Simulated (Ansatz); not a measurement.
# CHBFNS: small, medium and large basis sets

How large a basis does CHBFNS need? Two functionals are run in growing sets.

The runs use Ansatz 0.2.0, Gaussian basis; one geometry, several basis sets.

Levels to be run: PBE0-D4/def2-SVP; ωB97M-V/def2-SVP; PBE0-D4/def2-QZVPP; ωB97M-V/def2-QZVPP; the functionals' def2-TZVPP values are taken from earlier runs.

## 1. Structure used throughout

All runs share one geometry, relaxed beforehand with PBE0-D4 in a triple-zeta def2 set.

SMILES `FC1=NBS1`, 6 atoms, charge 0, spin multiplicity 1.

Atoms are counted from 1 here; the program's logs count them from 0.

Bond lengths: F1–C2 1.300 Å, C2–N3 1.272 Å, C2–S5 1.780 Å, N3–B4 1.461 Å, B4–S5 1.877 Å, B4–H6 1.186 Å. Angles: F1–C2–N3 126.2°, F1–C2–S5 122.2°, N3–C2–S5 111.5°, C2–N3–B4 87.7°, N3–B4–S5 98.2°, N3–B4–H6 131.6°, S5–B4–H6 130.2°, C2–S5–B4 62.5°.

## 2. PBE0-D4 in def2-SVP

in.yaml reads:

```yaml
crystal:
  periodic: [false, false, false]
  atoms:
    - {symbol: F, position_ang: [0.990271, -1.943888, -0.335719]}
    - {symbol: C, position_ang: [0.404410, -0.799847, -0.138769]}
    - {symbol: N, position_ang: [-0.636071, -0.599340, 0.564238]}
    - {symbol: B, position_ang: [-0.528851, 0.815678, 0.214917]}
    - {symbol: S, position_ang: [1.006983, 0.711825, -0.859834]}
    - {symbol: H, position_ang: [-1.194740, 1.751572, 0.509067]}
basis:
  gaussian: {orbitals: def2-SVP}
hamiltonian: {xc: pbe0, dispersion: d4}
output: {orbitals: {seedname: orbitals}}
```

Run with:

```bash
ansatz run in.yaml --threads 2 --pin off --events-out ev --progress --plain --max-ram 4352MiB
```

Further steps of the session: ωB97M-V in def2-SVP; PBE0-D4 in def2-QZVPP; ωB97M-V in def2-QZVPP.

**Question.** What will the summary of the whole plan be? Wanted: PBE0-D4: double and triple zeta above quadruple; ωB97M-V: double and triple zeta above quadruple.

As calculated:

| quantity | value |
| --- | --- |
| PBE0-D4: double and triple zeta above quadruple | 11.31, 0.64 eV |
| ωB97M-V: double and triple zeta above quadruple | 11.41, 0.59 eV |

What this shows: PBE0-D4 gains 10.68 eV from double to triple zeta, then 0.64 eV more. These are total energies; as a rule much of such shifts cancels in differences, which this series doesn't test.
